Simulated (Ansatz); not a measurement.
CsLiCr2Te2S3:

```
Cs Li Cr Te S
1.0
     6.10792   -0.01886    0.00581
    -2.28822    5.93151    0.00333
    -1.38462   -2.19395    7.56260
Cs Li Cr Te S
1 1 2 2 3
Direct
  0.06348 0.10178 0.99394
  0.57026 0.58143 0.57403
  0.07801 0.50138 0.57990
  0.43162 0.02972 0.53722
  0.54458 0.76732 0.28198
  0.01143 0.65932 0.29902
  0.77800 0.37133 0.70773
  0.39402 0.82508 0.74875
  0.19605 0.23009 0.48646
```

The cell was built by a generator and needn't be a form met in nature.

Base run:

```yaml
Program: Ansatz 0.2.0
Functional: PBE
Potentials_or_basis: JTH PAW
Cutoff: 1230 eV
Density_cutoff: 7380 eV
k_mesh: 5 × 5 × 4
Occupations: fermi-dirac, width 0.05 eV
Spin: collinear spin, ferromagnetic start
Starting_moments: "[0.0, 0.0, 3.0, 3.0, 0.0, 0.0, 0.0, 0.0, 0.0] μB"
```

Its results: band gap on the k mesh none (metal or under the smearing width); pressure 0.1 GPa; net moment 5.40 μB per cell; site moments Cs +0.00; Li +0.00; Cr +2.21, +2.61; Te -0.06, -0.09; S -0.04, -0.06, -0.08 μB; largest force 0.100 eV/Å.

Q: The run is repeated on the same cell with these changes: potentials or basis from JTH PAW to PseudoDojo standard (PBE files); cutoff from 1230 eV to 1279 eV; density cutoff from 7380 eV to 5116 eV; valence electrons from 70 to 90. What comes out?

A: Band gap on the k mesh none (metal or under the smearing width); pressure 0.2 GPa; net moment 5.50 μB per cell; site moments Cs +0.00; Li +0.00; Cr +2.29, +2.68; Te -0.05, -0.09; S -0.05, -0.08, -0.09 μB; largest force 0.078 eV/Å.

Caveats: only a ferromagnetic start was run, and an antiferromagnetic order may lie lower in energy.

Not every run made on this cell is shown here.
